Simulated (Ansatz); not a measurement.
# SnGe2N2: the cost of one run

Method: DFT PBE, scalar-relativistic, plane waves, PAW, unless a step names another level, in Ansatz 0.2.0.

1 further run of the same task is left out (it didn't finish). Runs told in other sessions of the task aren't counted.

**1. The starting structure**

Symmetry: P-6m2, No. 187, hexagonal system. Conventional cell: a = 3.095 Å, b = 3.095 Å, c = 13.037 Å, α = 90.00°, β = 90.00°, γ = 120.00°. Sn (site symmetry -6m2) has 6 Sn at 3.10 Å in its first shell of neighbours. Ge (site symmetry 3m) has 3 N at 1.90 Å in its first shell of neighbours. N (site symmetry 3m) has 3 Ge at 1.90 Å in its first shell of neighbours.

Structure file:

```xyz
5
Lattice="3.0954 0.0000 0.0000 -1.5477 2.6807 0.0000 0.0000 0.0000 13.0366" Properties=species:S:1:pos:R:3 pbc="T T T"
Sn    0.0000    0.0000    0.0000
Ge    0.0000    1.7871    7.7991
Ge    0.0000    1.7871    5.2375
N     1.5477    0.8936    8.4468
N     1.5477    0.8936    4.5898
```

It came out lowest among 24 distinct ends of the trial cells. At a tolerance of 0.05 Å it has space group P-6m2 (No. 187).

**2. Relaxing to 0.001 eV/Å, on the response runs' mesh and smearing**

input.yaml reads:

```yaml
crystal:
  lattice:
    - [3.0954193168, 0.0, 0.0]
    - [-1.5477096584, 2.6807117637, 0.0]
    - [0.0, 0.0, 13.0365815065]
  atoms:
    - { symbol: Sn, position: [0.0, 0.0, 0.0] }
    - { symbol: Ge, position: [0.3333333333, 0.6666666667, 0.5982489566] }
    - { symbol: Ge, position: [0.3333333333, 0.6666666667, 0.4017510434] }
    - { symbol: "N", position: [0.6666666667, 0.3333333333, 0.6479296193] }
    - { symbol: "N", position: [0.6666666667, 0.3333333333, 0.3520703807] }
basis:
  ecutwfc: 420
kpoints:
  mp_grid: { grid: [12, 12, 4] }
hamiltonian:
  xc: pbe
scf:
  occupations: { method: gaussian, width: 0.1 }
output:
  forces: true
  stress: true
  eigenvalues: true
relax:
  adjacent_minimum: "off"
  f_tol: 0.001
  max_steps: 60
  cell: { stress_tol: 0.01 }
```

The run is started by

```bash
$ ansatz run input.yaml --threads 3 --pin off --max-ram 7680MiB --backend cpu --events-out ev --progress --plain --runs-dir out
```

**Question.** How long does this run take on 3 threads of Arm Neoverse V1, shared host, and how much memory does it need?

About 95 s, with a peak of 0.5 GiB.
